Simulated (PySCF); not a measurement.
# F2Yb (Yb(F)2): the cost of one run

The runs use PySCF 2.14.0; PBE0, Yb def2-SVP with ECP28, F def2-SVP; scalar-relativistic core potentials, no spin–orbit coupling.

1 further run of the same task is left out (for a known fault of the program).

### Step 1. The starting structure

3 atoms, charge 0, spin multiplicity 1.

Bond lengths: Yb1–F2 2.008 Å, Yb1–F3 2.008 Å. Angles: F2–Yb1–F3 120.7°.

Geometry (Å):

```xyz
3

Yb    0.00000    0.00000   -0.22782
F     1.74515    0.00000    0.76559
F    -1.74515    0.00000    0.76559
```

Formal oxidation states: Yb +2. An earlier session relaxed this geometry at PBE0, Yb def2-SVP with ECP28, F def2-SVP (singlet, point group C2v).

Its energy there is -1358.646693 Eh.

### Step 2. One electron removed, multiplicity 2

The input, run.py (the lines that set the calculation):

```python
mol = gto.M(atom='''
Yb     0.00000     0.00000    -0.22782
F      1.74515     0.00000     0.76559
F     -1.74515     0.00000     0.76559''',
    basis={'Yb': 'def2-SVP', 'F': 'def2-SVP'},
    ecp={'Yb': 'def2-SVP'},
    charge=1, spin=1)
mf = dft.UKS(mol, xc='PBE0')
mf.grids.atom_grid = (50, 194)  # f atoms: unpruned, at least (60, 302)
mf = mf.density_fit()  # fitting sets: Yb def2-universal-JKFIT, F def2-universal-JKFIT
mf.conv_tol = 1e-08; mf.max_cycle = 55
mf.kernel(dm0)  # dm0: the density of the relaxed state
```

Launch:

```sh
> OMP_NUM_THREADS=2 python run.py
```

**Question.** How long does this run take on 2 threads of Arm Neoverse V1, shared host?

About 3.6 s.
